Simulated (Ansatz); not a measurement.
# AlHSe2 (SMILES [AlH]1[Se][Se]1): single points off equilibrium

One table from this session's results is given with a row withheld; the runs are named, their logs left out.

Program: Ansatz 0.2.0, Gaussian basis. Level of theory: single points in def2-TZVPP. These are calculated values, not measurements.

Cores are frozen in the correlated methods. Filled d shells of the heavier atoms are correlated.

### The system as given

SMILES `[AlH]1[Se][Se]1`, 4 atoms, charge 0, spin multiplicity 1.

Atoms are counted from 1 here; the program's logs count them from 0.

Bond lengths: Al1–Se2 2.277 Å, Al1–Se3 2.383 Å, Al1–H4 1.513 Å, Se2–Se3 2.613 Å. Angles: Se2–Al1–Se3 68.2°, Se2–Al1–H4 150.1°, Se3–Al1–H4 140.9°, Al1–Se2–Se3 57.9°, Al1–Se3–Se2 54.0°.

Coordinates:

```csv
atom,x (Å),y (Å),z (Å)
Al1,0.4816,-0.2515,-0.2517
Se2,-0.1537,1.2181,1.3670
Se3,-1.8884,-0.1594,-0.0187
H4,1.5506,-0.8264,-1.1555
```

Set-up of the first run:

Contents of run/in.yaml:

```yaml
crystal:
  periodic: [false, false, false]
  atoms:
    - {symbol: Al, position_ang: [0.481600, -0.251500, -0.251700]}
    - {symbol: Se, position_ang: [-0.153700, 1.218100, 1.367000]}
    - {symbol: Se, position_ang: [-1.888400, -0.159400, -0.018700]}
    - {symbol: H, position_ang: [1.550600, -0.826400, -1.155500]}
basis:
  gaussian: {orbitals: def2-TZVPP}
correlation: {method: ccsd_t}
output: {forces: true}
```

The command line of these runs was not kept.

Steps of the session up to this table: CCSD(T)/def2-TZVPP; PBE0-D4/def2-TZVPP; wB97M-V/def2-TZVPP; r2SCAN-D4/def2-TZVPP; PBE-D4/def2-TZVPP; BHLYP-D4/def2-TZVPP; CAM-B3LYP-D4/def2-TZVPP.

One of the session's tables, all rows but one given; the rest of the session is left out.

```
      method  RMS force component (eV/Å)  angle to CCSD(T) forces (°)  dipole (D)
     CCSD(T)                       0.680                    reference        2.78
     PBE0-D4                           ?                            ?           ?
     wB97M-V                       0.811                         13.2        2.95
   r2SCAN-D4                       0.749                          4.2        2.73
      PBE-D4                       0.666                          6.9        2.50
    BHLYP-D4                       0.787                         11.8        3.03
CAM-B3LYP-D4                       0.800                         10.3        2.96
```

Q: Estimate the row for PBE0-D4 from the others.

**Answer.** RMS force component (eV/Å): 0.802; angle to CCSD(T) forces (°): 8.0; dipole (D): 2.78. In the column «RMS force component (eV/Å)» it lies between CAM-B3LYP-D4 (0.800) and wB97M-V (0.811).
